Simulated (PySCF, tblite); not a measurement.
**C5H10O2Si: geometry, infrared bands and NMR shifts**

Aim: predict the infrared bands and NMR shifts of C5H10O2Si (`C=C1O[SiH2]CC[C@H]1O`).

Programs: tblite 0.8.0 and PySCF 2.14.0, with density-fitted response routines of our own. Each step states its level of theory. These are calculated values for one molecule in the gas phase, unless marked as measured. Atoms are numbered from 0 throughout.

### 1 The molecule as given

18 atoms, charge 0, multiplicity 1; geometry from: force field or distance geometry start.

Bonds of the start (Å): C0–C1 1.35, C1–O2 1.38, O2–Si3 1.76, Si3–C4 1.90, C4–C5 1.51, C5–C6 1.51, C6–O7 1.37, C6–C1 1.47, C0–H8 1.08, C0–H9 1.07, Si3–H10 1.46, Si3–H11 1.44, C4–H12 1.11, C4–H13 1.11, C5–H14 1.12, C5–H15 1.11, C6–H16 1.11, O7–H17 0.99.

### 2 Relaxing the molecule with GFN2-xTB

The job: settings as JSON, then the geometry in Å.

```
{"job": {"kind": "relax", "xc": "GFN2-xTB", "basis": "xTB"}, "charge": 0, "multiplicity": 1}
C      2.336600     1.013800    -0.013400
C      1.134000     0.484900    -0.322000
O      0.240600     1.145500    -1.147300
Si    -1.481200     1.108900    -0.772300
C     -1.765500    -0.490600     0.206000
C     -0.525400    -0.658100     1.054400
C      0.714600    -0.825700     0.208900
O      0.540400    -1.673600    -0.856000
H      2.956800     0.417900     0.641700
H      2.641100     1.970100    -0.387100
H     -1.778100     2.224100     0.120200
H     -2.282300     1.155600    -1.969800
H     -2.630400    -0.356900     0.895100
H     -1.911900    -1.337100    -0.503400
H     -0.399400     0.258800     1.687100
H     -0.661300    -1.534800     1.721400
H      1.519200    -1.229700     0.856300
H      1.343400    -1.666800    -1.431200
```

Started as:

```
> OMP_NUM_THREADS=1 python probes_run.py task.json out
```

The driver reads the jobs from task.json and runs them one after another.

**Question.** This job is followed by: GFN2-xTB harmonic vibrations, gas phase; GIAO PBE0/pcSseg-1 NMR shielding, non-relativistic, gas phase. Predict these results of the whole session: strongest single infrared mode (GFN2-xTB); zero-point energy (GFN2-xTB); 13C shifts against TMS (PBE0/pcSseg-1); 1H shifts against TMS (PBE0/pcSseg-1); 17O shifts against H2O (PBE0/pcSseg-1); 29Si shifts against TMS (PBE0/pcSseg-1); surface potential, 1st and 99th percentile.

**Answer**, as computed:

```
                                 quantity                                                           value
strongest single infrared mode (GFN2-xTB)                                           2277 cm⁻¹, 442 km/mol
             zero-point energy (GFN2-xTB)                                                   88.0 kcal/mol
   13C shifts against TMS (PBE0/pcSseg-1)                                168.1, 91.7, 74.3, 30.6, 6.1 ppm
    1H shifts against TMS (PBE0/pcSseg-1)  5.31, 4.92, 4.38, 4.37, 4.22, 2.56, 1.79, 1.18, 0.91, 0.87 ppm
   17O shifts against H2O (PBE0/pcSseg-1)                                                 105.4, 61.4 ppm
  29Si shifts against TMS (PBE0/pcSseg-1)                                                       -21.4 ppm
    surface potential, 1st and 99th percentile                                              -1.22 V and 1.94 V
```

Relaxing lowered the energy by 0.623 eV in 123 steps; the close pair that moved most is O2–Si3, from 1.763 to 1.642 Å. All 48 modes are real, so the xTB geometry is a minimum. The strongest single mode, at 2277 cm⁻¹, moves mainly H11. GFN2-xTB is a fitted tight-binding method: band positions and strengths are rough. Its intensities can rank the bands wrongly. The most deshielded carbon is C1 (alkene carbon bearing oxygen), at 168.1 ppm: an sp2 carbon further deshielded by the attached heteroatom.
